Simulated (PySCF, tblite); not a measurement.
# F₂H₄NSi₂ radical, a small gas-phase stand-in for a defect centre (Si site with back bonds N[SiH3], F, F): EPR parameters

Aim: the EPR parameters of `F[Si](F)N[SiH3]`. It is drawn as: dangling bond.

Computed with tblite 0.8.0 and PySCF 2.14.0; each step states its level. No surroundings beyond the atoms listed, unless a continuum is named. Atoms count from 0, parts from 1.

## Step 1: Starting point

9 atoms, charge 0, multiplicity 2; geometry: distance geometry start.

## Step 2: Geometry optimisation with GFN2-xTB

Job settings and geometry (Å):

```
{"job": {"kind": "relax", "xc": "GFN2-xTB", "basis": "xTB"}, "charge": 0, "multiplicity": 2}
Si     0.096734    -1.589853     2.055005
N      0.607217    -1.864469     0.312413
Si     0.045432    -0.572134    -0.876408
F     -0.219018    -2.984590     2.927460
F      0.927324    -0.365139     2.872304
H      0.604710    -2.817371    -0.029289
H     -0.714216    -1.162210    -1.910485
H     -0.735781     0.409629    -0.197032
H      1.175269     0.070377    -1.435943
```

Level: GFN2-xTB geometry optimisation, gas phase.

On the command line:

```
$ OMP_NUM_THREADS=1 python cluster_run.py task.json out
```

One launch serves the whole session: the jobs run in the order shown.

What it wrote:

```text
step      E/eV     max force
  0    -488.43007    2.184
  1    -488.66054    1.637
  2    -488.93825    1.368
  3    -489.03334    1.316
  4    -489.21320    0.968
  5    -489.28901    0.786
  6    -489.30512    0.462
  7    -489.31409    0.347
  8    -489.32924    0.465
  9    -489.34204    0.505
 10    -489.35561    0.348
 11    -489.36421    0.288
 12    -489.37114    0.210
 13    -489.37847    0.232
 14    -489.38543    0.256
 15    -489.39131    0.214
 16    -489.39611    0.196
 17    -489.39918    0.172
 18    -489.40182    0.133
 19    -489.40467    0.141
 20    -489.40685    0.117
 21    -489.40829    0.160
 22    -489.40966    0.141
 23    -489.41127    0.137
 24    -489.41241    0.096
 25    -489.41304    0.098
 26    -489.41363    0.110
 27    -489.41444    0.086
 28    -489.41546    0.102
 29    -489.41627    0.065
 30    -489.41666    0.051
 31    -489.41694    0.054
 32    -489.41745    0.078
 33    -489.41849    0.136
 34    -489.42018    0.170
 35    -489.42178    0.140
 36    -489.42279    0.062
 37    -489.42321    0.067
 38    -489.42344    0.057
 39    -489.42385    0.078
 40    -489.42491    0.108
 41    -489.42623    0.118
 42    -489.42723    0.090
 43    -489.42797    0.061
 44    -489.42850    0.060
 45    -489.42910    0.067
 46    -489.43022    0.088
 47    -489.43275    0.129
 48    -489.43319    0.285
 49    -489.43742    0.234
 50    -489.43972    0.372
 51    -489.44156    0.166
 52    -489.44259    0.149
 53    -489.44471    0.098
 54    -489.44661    0.172
 55    -489.44809    0.089
 56    -489.44964    0.135
 57    -489.45050    0.119
 58    -489.45127    0.080
 59    -489.45184    0.080
 60    -489.45213    0.057
 61    -489.45224    0.050
 62    -489.45236    0.050
 63    -489.45257    0.036
 64    -489.45286    0.040
 65    -489.45308    0.028
 66    -489.45318    0.022
 67    -489.45324    0.021
 68    -489.45330    0.025
 69    -489.45337    0.036
 70    -489.45349    0.041
 71    -489.45362    0.038
 72    -489.45376    0.029
 73    -489.45384    0.024
 74    -489.45388    0.016
 75    -489.45389    0.023
 76    -489.45392    0.025
 77    -489.45398    0.024
 78    -489.45408    0.039
 79    -489.45419    0.044
 80    -489.45428    0.028
 81    -489.45432    0.021
 82    -489.45432    0.024
 83    -489.45434    0.009
 84    -489.45435    0.009
 85    -489.45436    0.008
```

It took 0.88 s on 1 thread of Arm Neoverse V2, shared host.

The steps of the relaxation:

```
step  energy from step 0 (eV)  largest force (eV/Å)
   0                   0.0000                2.1836
   3                  -0.6033                1.3163
   6                  -0.8750                0.4613
   9                  -0.9120                0.5055
  12                  -0.9411                0.2095
  15                  -0.9612                0.2138
  18                  -0.9717                0.1327
  21                  -0.9782                0.1598
  24                  -0.9823                0.0966
  27                  -0.9844                0.0865
  30                  -0.9866                0.0513
  33                  -0.9884                0.1364
  36                  -0.9927                0.0630
  39                  -0.9938                0.0782
  42                  -0.9972                0.0897
  45                  -0.9990                0.0662
  48                  -1.0031                0.2851
  51                  -1.0115                0.1666
  54                  -1.0165                0.1723
  57                  -1.0204                0.1190
  60                  -1.0221                0.0571
  63                  -1.0225                0.0358
  66                  -1.0231                0.0218
  69                  -1.0233                0.0359
  72                  -1.0237                0.0283
  75                  -1.0238                0.0239
  78                  -1.0240                0.0388
  81                  -1.0242                0.0214
  84                  -1.0243                0.0085
  85                  -1.0243                0.0076
```

Close pairs (by a distance rule), those that changed most:

```
  bond  before (Å)  after (Å)  change (Å)
Si0–N1       1.836      1.712      -0.125
N1–Si2       1.844      1.748      -0.096
Si0–F4       1.690      1.606      -0.085
Si0–F3       1.675      1.614      -0.061
Si2–H6       1.412      1.462      +0.050
Si2–H8       1.415      1.463      +0.048
Si2–H7       1.427      1.460      +0.033
 N1–H5       1.012      1.007      -0.006
```

## Step 3: Geometry optimisation at PBE0-D3(BJ)/def2-SVP

Job settings and geometry (Å):

```
{"job": {"xc": "PBE0", "basis": "def2-SVP", "d3": "d3bj", "grid": 2, "kind": "geom", "shake": 0.01}, "charge": 0, "multiplicity": 2}
Si    -0.239553    -0.607216     1.680232
N     -0.302542    -0.673069    -0.035410
Si    -0.097276     0.633840    -1.184037
F      0.964792    -1.504065     2.247515
F      0.291755     0.860450     2.080655
H     -0.491548    -1.575442    -0.417338
H     -0.593322     0.099221    -2.430485
H     -0.832141     1.778913    -0.687228
H      1.344084     0.964220    -1.262454
```

What it wrote:

```text
step   0  E = -835.05959988  max force = 0.017735
step   1  E = -835.06433064  max force = 0.004813
step   2  E = -835.06476272  max force = 0.001645
step   3  E = -835.06481884  max force = 0.001016
step   4  E = -835.06484167  max force = 0.001013
step   5  E = -835.06489462  max force = 0.001476
step   6  E = -835.06490947  max force = 0.001823
step   7  E = -835.06494206  max force = 0.000782
step   8  E = -835.06495036  max force = 0.000127
optimisation converged
```

It took 68 s on 1 thread of Arm Neoverse V2, shared host; peak memory 0.52 GiB.

Along the way:

```
step  energy from step 0 (eV)  largest force component (eV/Å)
   0                   0.0000                          0.9120
   1                  -0.1287                          0.2475
   2                  -0.1405                          0.0846
   3                  -0.1420                          0.0522
   4                  -0.1426                          0.0521
   5                  -0.1441                          0.0759
   6                  -0.1445                          0.0937
   7                  -0.1454                          0.0402
   8                  -0.1456                          0.0065
```

Close pairs (by a distance rule), those that changed most:

```
  bond  before (Å)  after (Å)  change (Å)
Si2–H6       1.444      1.492      +0.048
Si2–H7       1.448      1.491      +0.043
 N1–H5       0.998      1.016      +0.018
Si0–F3       1.605      1.622      +0.017
Si0–F4       1.611      1.624      +0.013
Si2–H8       1.481      1.491      +0.010
N1–Si2       1.752      1.762      +0.010
Si0–N1       1.718      1.714      -0.004
```

The next job starts from the end point, and lists it.

| at the end point | value |
| --- | --- |
| point group (found at 0.08 Å tolerance) | C1 |
| rotational constants (GHz, main isotopes) | 6.263, 1.810, 1.533 |
| dipole moment (D) | 2.43 |
| ⟨S²⟩ | 0.752 |

## Step 4: EPR parameters: B3LYP/IGLO-III+pcH-1

Job settings and geometry (Å):

```
{"job": {"kind": "epr"}, "charge": 0, "multiplicity": 2}
Si    -0.115787    -0.572345     1.701661
N     -0.295356    -0.664689    -0.000192
Si    -0.127734     0.676356    -1.130040
F      0.965117    -1.647106     2.255966
F      0.504874     0.908672     1.946491
H     -0.601008    -1.551228    -0.391762
H     -0.619851     0.176711    -2.446892
H     -0.949413     1.843128    -0.697530
H      1.291040     1.116055    -1.263290
```

With the program's defaults for keys left out, this is: UKS B3LYP, IGLO-III on F N Si, pcH-1 on H, non-relativistic, mean-field spin-orbit, GIAO.

What it wrote:

```text
UKS, coarse grid
  cycle   1  E = -836.00412551  |g| = 6.51e-01
  cycle   2  E = -835.74375151  |g| = 1.13e+00
  cycle   3  E = -836.14164686  |g| = 5.23e-02
  cycle   4  E = -836.14205577  |g| = 3.67e-02
  cycle   5  E = -836.14248138  |g| = 1.23e-02
  cycle   6  E = -836.14254625  |g| = 1.50e-03
  cycle   7  E = -836.14254714  |g| = 6.01e-04
UKS, final grid
  cycle   1  E = -836.14251055  |g| = 6.18e-04
  cycle   2  E = -836.14251048  |g| = 8.28e-04
  cycle   3  E = -836.14251069  |g| = 1.25e-04
  cycle   4  E = -836.14251070  |g| = 2.21e-05
E = -836.14251070 Eh   <S^2> = 0.7514 (exact 0.7500)
g shifts (ppm)      1          2          3
  rmc          -212       -212       -212
  gc            122        110         61
  oz_so       -2214      -1126       -131
  total       -2305      -1229       -283
hyperfine (MHz)  atom isotope    a_iso     a_fc   dipolar eigenvalues
    0  29Si   -1179.15   -1180.19   -113.09     55.81     57.28
    1   14N      39.03      39.03     -5.84     -5.48     11.31
    2  29Si      -2.95      -2.96     -4.10      1.81      2.29
    3   19F     399.63     398.77   -138.02   -129.92    267.93
    4   19F     295.73     294.96   -112.16   -106.11    218.27
    5    1H      -8.43      -8.44     -8.79     -3.22     12.01
    6    1H       3.58       3.58     -1.18     -0.89      2.07
    7    1H      -0.04      -0.04     -1.55     -1.15      2.71
    8    1H       7.46       7.46     -1.23     -0.75      1.98
```

Run time: 42 s. Hardware: 1 thread of Arm Neoverse V2, shared host; peak memory 0.91 GiB.

Principal g values 2.00001, 2.00109, 2.00204; g(iso) = 2.00105, against 2.00232 for a free electron.

Hyperfine couplings, nucleus by nucleus at this fixed geometry (no averaging over rotations):

| nuclei | isotope | a(iso) (MHz) | a(iso) (G, at g = 2.0023) | largest dipolar term (MHz) |
| --- | --- | --- | --- | --- |
| Si0 | 29Si | -1179.1 | -420.7 | -113.1 |
| F3 | 19F | 399.6 | 142.6 | 267.9 |
| F4 | 19F | 295.7 | 105.5 | 218.3 |
| N1 | 14N | 39.0 | 13.9 | 11.3 |
| H5 | 1H | -8.4 | -3.0 | 12.0 |
| H8 | 1H | 7.5 | 2.7 | 2.0 |
| H6 | 1H | 3.6 | 1.3 | 2.1 |
| Si2 | 29Si | -2.9 | -1.1 | -4.1 |
| H7 | 1H | 0.0 | 0.0 | 2.7 |

Mulliken spin populations:

| atom | value (e) |
| --- | --- |
| Si0 | 0.88 |
| N1 | 0.06 |
| Si2 | 0.02 |
| F3 | 0.02 |
| F4 | 0.02 |
| H5 | 0.00 |
| H6 | 0.00 |
| H7 | 0.00 |
| H8 | 0.00 |

In first order the couplings over 0.8 MHz of 19F, 14N, 1H give 96 distinct lines over 282.9 G.

The fields below are evaluated on a grid from the run's orbitals.

ELF in a plane through or near 6 of the atoms.

Ten even steps from ' ' (0.00) to '@' (1.00):
```
                                                        
                                                        
                                                        
                        ..--..                          
                      ==%%@@##      ..==--..            
                      ##@@@@@@--    %%@@@@@@**          
          ..::..    ..**%%@@%%--  --@@@@@@@@@@--        
        ::======::..--****++##==::**@@@@@@@@@@++        
        --++****--  ==%%****####::::@@@@@@@@@@==        
        --++****..**..##%%**%%--::++..@@@@%%++..        
        ..--====  ##::::++++**  ==##..----..            
            ........--::..  ......::====..              
                ==##%%##==    ==##%%%%**..              
              ::**##==%%##..  --**####++..              
            ..--**%%##%%**..    --++++--                
              ..--++**++--        ..                    
                  ..::..                                
                                                        
                                                        
                                                        
```
The map spans 11.0 Å across and 8.6 Å up, centred on the molecule. Atoms in the plane (x, y in Å): Si0 (-1.7, -0.1), N1 (-0.2, 0.7), Si2 (1.3, -0.1), F4 (-1.4, -1.6), H5 (-0.2, 1.7), H6 (2.3, 0.9).

log10 of the density (e/Å³) in the same plane.

Ten even steps from ' ' (-4.0) to '@' (2.0):
```
                                                        
                                                        
                      ........                          
                  ....::::--::::............            
          ........::::--======--::::::::::::..          
      ..::::--------==++++**++====--======--::..        
    ..::--============++**##**++====++++++==--::..      
    ::::==++++++++++++**####****++++******++==::..      
  ..::--==++******++****##@@##************++==::..      
  ..::--==++******%%##**####****##%%****++==--::..      
    ::--==++++****%%##**********##%%**++====--::..      
    ..::--====++++****++++==++++******++==--::..        
    ....::--====**####**++====++++**++++==--::..        
        ..::--==**%%@@##**======++++++==--::..          
        ..::--==**##%%##**==----======--::::..          
          ..::--==++++++==--::::::::::::....            
            ..::----------::............                
              ....::::::....                            
                                                        
                                                        
```
The map spans 11.0 Å across and 8.6 Å up, centred on the molecule. Atoms in the plane (x, y in Å): Si0 (-1.7, -0.1), N1 (-0.2, 0.7), Si2 (1.3, -0.1), F4 (-1.4, -1.6), H5 (-0.2, 1.7), H6 (2.3, 0.9).

On the surface of density 0.002 e/bohr³ the electrostatic potential runs, from the 1st to the 99th percentile, from -0.82 V near F3 to 2.19 V near H5.

The spin density lies nearest to Si0 69 %; N1 11 %; F3 9 %; F4 7 %.

## Step 5: g tensor and hyperfine couplings: BHandHLYP/IGLO-III+pcH-1

Settings changed since step 4:

```diff
@@ -1,2 +1,2 @@
-{"job": {"kind": "epr"}, "charge": 0, "multiplicity": 2}
+{"job": {"kind": "epr", "xc": "BHandHLYP"}, "charge": 0, "multiplicity": 2}
 Si    -0.115787    -0.572345     1.701661
```

Method: UKS BHandHLYP, IGLO-III on F N Si, pcH-1 on H, non-relativistic, mean-field spin-orbit, GIAO.

What it wrote:

```text
UKS, coarse grid
  cycle   1  E = -835.87961834  |g| = 5.64e-01
  cycle   2  E = -835.86075771  |g| = 6.77e-01
  cycle   3  E = -835.99238575  |g| = 3.55e-02
  cycle   4  E = -835.99306768  |g| = 2.02e-02
  cycle   5  E = -835.99324212  |g| = 8.24e-03
  cycle   6  E = -835.99327989  |g| = 1.91e-03
  cycle   7  E = -835.99328458  |g| = 5.23e-04
UKS, final grid
  cycle   1  E = -835.99325930  |g| = 2.81e-04
  cycle   2  E = -835.99325943  |g| = 1.97e-04
  cycle   3  E = -835.99325946  |g| = 1.20e-04
  cycle   4  E = -835.99325949  |g| = 3.78e-05
  cycle   5  E = -835.99325949  |g| = 8.94e-06
E = -835.99325949 Eh   <S^2> = 0.7523 (exact 0.7500)
g shifts (ppm)      1          2          3
  rmc          -215       -215       -215
  gc            123        111         57
  oz_so       -2293      -1220       -114
  total       -2384      -1323       -272
hyperfine (MHz)  atom isotope    a_iso     a_fc   dipolar eigenvalues
    0  29Si   -1214.04   -1215.09   -121.34     59.33     62.01
    1   14N      39.46      39.46     -5.71     -5.25     10.96
    2  29Si      -1.91      -1.92     -3.61      1.58      2.03
    3   19F     418.77     417.97   -133.73   -126.86    260.59
    4   19F     313.23     312.52   -109.61   -103.96    213.57
    5    1H      -9.99     -10.01     -8.83     -3.31     12.14
    6    1H       3.39       3.39     -1.12     -0.90      2.03
    7    1H      -0.71      -0.71     -1.54     -1.18      2.72
    8    1H       5.99       5.99     -1.18     -0.81      1.98
```

Wall time 44 s (1 thread of Arm Neoverse V2, shared host); peak memory 0.91 GiB.

In short: g(iso) 2.00099.

## Step 6: Run by run: EPR parameters

g, ⟨S²⟩ and isotropic hyperfine couplings (MHz), with basis size and wall time:

```
                     run   g(iso)   ⟨S²⟩  29Si Si0  19F F3  19F F4  14N N1  1H H5  functions  time
    B3LYP/IGLO-III+pcH-1  2.00105  0.751   -1179.1   399.6   295.7    39.0   -8.4        233  42 s
BHandHLYP/IGLO-III+pcH-1  2.00099  0.752   -1214.0   418.8   313.2    39.5  -10.0        233  44 s
```

## Step 7: Outcome

| quantity | value |
| --- | --- |
| point group | C1 |
| rotational constants (main isotopes) | 6.26, 1.81, 1.53 GHz |
| g(iso) (B3LYP) | 2.00105 |
| ⟨S²⟩ | 0.751 (exact 0.75) |
| largest a(iso) | 29Si on Si0, -1179.1 MHz |
| potential on the surface of density 0.002 e/bohr³, 1st and 99th percentile | -0.82 V and 2.19 V |

**Reading.** The start of the PBE0/def2-SVP relaxation was shaken at random by about 0.01 Å, so part of the energy gained, and of the first lengths quoted, undoes that. Relaxing lowered the energy by 0.146 eV in 8 steps; the close pair that moved most is Si2–H6, from 1.444 to 1.492 Å (PBE0/def2-SVP). No frequency check was run at this level, so the end point may be a saddle. Most of the unpaired spin sits on Si0 (0.88 e). The isotropic g lies 1.3 ppt below the free-electron value. The coupling of 29Si on Si0 runs from -1214.0 (BHandHLYP/IGLO-III+pcH-1) to -1179.1 MHz (B3LYP/IGLO-III+pcH-1).
